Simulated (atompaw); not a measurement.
# Pseudopotential generation for silicon: PAW (atompaw), LDA (PW92)

Do these settings give a usable potential? It is generated, then checked for scattering, ghosts and hardness.

Method: atompaw 4.2.0.5, LDA (PW92), scalar-relativistic.

**1. The atom and the settings**

The settings as typed:

| Property | Result |
| --- | --- |
| element | silicon (Si, Z = 14) |
| type | PAW |
| frozen core | [Ne] |
| valence charge | 4 |
| reference configuration | 3s2 3p0 (charge +2) |
| partial waves | 3s (bound): rc 1.85 bohr; 3s channel at 1.8 Ry: rc 1.85 bohr; 3p (bound, empty): rc 1.55 bohr; 3p channel at 2 Ry: rc 1.55 bohr; 3d channel at 0.35 Ry: rc 1.85 bohr |
| local potential | troulliermartins scheme with l = 3 at 0 Ry, radius 1.30 bohr |
| core correction | smooth core density matched at 1.40 bohr |
| augmentation charge | besselshape compensation charge, radius 1.65 bohr; PAW radius 1.85 bohr; waves and projectors: custom rrkj vanderbiltortho |

An earlier all-electron run gives the scale for the radii.

All-electron outer shells of the reference configuration (LDA (PW92), scalar-relativistic, ld1.x):

```csv
shell,level (eV),outermost node (bohr),outermost maximum (bohr)
3s,-28.66,0.72,1.69
3p,-20.65,0.71,1.89
3d,-10.77,–,2.46
4f,-3.87,–,6.12
```

**2. The generation run**

Si.input reads:

```
Si 14
LDA-PW scalarrelativistic loggrid 1500 logderivrange -4 5 226
3 3 0 0 0 0
3 1 0
0 0 0
c
c
v
c
v
2
1.85 1.65 1.30 1.40
y
1.8
n
y
2
n
y
0.35
n
custom rrkj vanderbiltortho besselshape
3 0 troulliermartins
1.85
1.85
1.55
1.55
1.85
PWSCFOUT
UPFDX 0.0125d0 UPFXMIN -7.d0 UPFZMESH 14.d0
END
```

Launch:

```bash
$ atompaw < Si.input > Si.log
```

What does the calculation give? Wanted: cutoffs for 10 and 1 mRy, occupied levels; bound ghosts; largest phase difference near zero energy, channels read; lowest eigenvalue of the overlap; share of valence orbitals outside the PAW sphere; UPF file.

**Answer**, as computed:

| quantity | value |
| --- | --- |
| cutoffs for 10 and 1 mRy, occupied levels | 8 Ry and 12 Ry |
| bound ghosts | none found |
| largest phase difference near zero energy, channels read | 0.023 rad |
| lowest eigenvalue of the overlap (Bessel basis) | 0.477 (s) |
| share of valence orbitals outside the PAW sphere | 3s 51 %, 3p 64 % |
| UPF file | written |

In words: It counts as soft on the atom at that tolerance, with 8 Ry needed at the looser tolerance. It is free of bound ghosts as far as tested. Near zero energy the phases of the channels with partial waves agree within 0.023 rad. All of this concerns the isolated atom, not yet a solid.
